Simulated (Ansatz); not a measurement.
C2H8GeO, SMILES CO[CH2][GeH3], an atomisation energy

Computed with the Python package of Ansatz (0.2.0).

Notebook, run cell by cell (the value of a cell's last expression is shown):

In [1]:
```python
from collections import Counter
from dataclasses import dataclass

import ansatz as az
```

In [2]:
```python
@dataclass
class RunConfig:
    basis: str = "def2-SVPD"
    method: str = "MP2"
```

In [3]:
```python
cfg = RunConfig()
```

In [4]:
```python
def energy(molecule, charge=0, unpaired=0):
    calc = molecule.calculation().basis(gaussian=cfg.basis).correlation(cfg.method)
    if charge:
        calc = calc.charge(charge)
    if unpaired:
        calc = calc.spin("collinear", total=unpaired)
    report = calc.run(threads=1).report
    if report["published_state_doubts"]:
        print("  doubts:", report["published_state_doubts"])
    return report["free_energy_ev"]
```

In [5]:
```python
geometry_ang = [
    ("C", (-0.2554, 1.9056, 0.4318)),
    ("O", (0.2499, 0.6681, 0.616)),
    ("C", (-0.264, -0.2024, -0.3903)),
    ("Ge", (0.6189, -1.953, -0.0971)),
    ("H", (-1.4105, 1.9191, 0.4966)),
    ("H", (-0.0064, 2.3887, -0.567)),
    ("H", (0.1112, 2.632, 1.2103)),
    ("H", (0.1048, 0.1552, -1.3995)),
    ("H", (-1.3336, -0.2907, -0.2726)),
    ("H", (0.0227, -2.9364, -1.1556)),
    ("H", (0.1311, -2.4838, 1.3306)),
    ("H", (2.1081, -1.8577, -0.1693)),
]
geometry = az.Crystal.molecule()
for symbol, xyz in geometry_ang:
    geometry = geometry.atom(symbol, xyz)
```

In [6]:
```python
# Hund ground states
unpaired = {"C": 2, "O": 2, "Ge": 2, "H": 1}
counts = Counter(site.symbol for site in geometry.cartesian_sites)
atom_energy = {s: energy(az.Crystal.molecule().atom(s, (0, 0, 0)), 0, unpaired[s]) for s in counts}
whole = energy(geometry, 0, 0)
for s, e in atom_energy.items():
    print(f"{s:2s} x{counts[s]}  {e:14.5f} eV")
print(f"C2H8GeO: {whole:.5f} eV")
split = sum(counts[s] * e for s, e in atom_energy.items()) - whole
print(f"atomisation energy (no zero-point term): {split:.3f} eV, {split / sum(counts.values()):.3f} eV an atom")
```
```text
C  x2     -1025.86273 eV
O  x1     -2036.27028 eV
Ge x1    -56469.94495 eV
H  x8       -13.58606 eV
C2H8GeO: -60707.09493 eV
atomisation energy (no zero-point term): 40.466 eV, 3.372 eV an atom
```

40.466 eV from the electronic energies, without the zero-point term.

Notes:
- Total energies depend on the basis set; only differences at equal settings carry meaning.
- The geometry is a force-field or estimated start, not a minimum of this method, and the basis set is short of its limit. All parts are taken at fixed geometry, without zero-point energy.
- In double-zeta sets correlated atomisation energies come out some 10 to 15 % low.
- Timing: 9.1 s on 1 thread of Intel(R) Xeon(R) Platinum 8375C CPU @ 2.90GHz (Ice Lake), on a shared host, peak memory 0.47 GiB.

(Lines on the test bed's own set-up are left out of the output.)
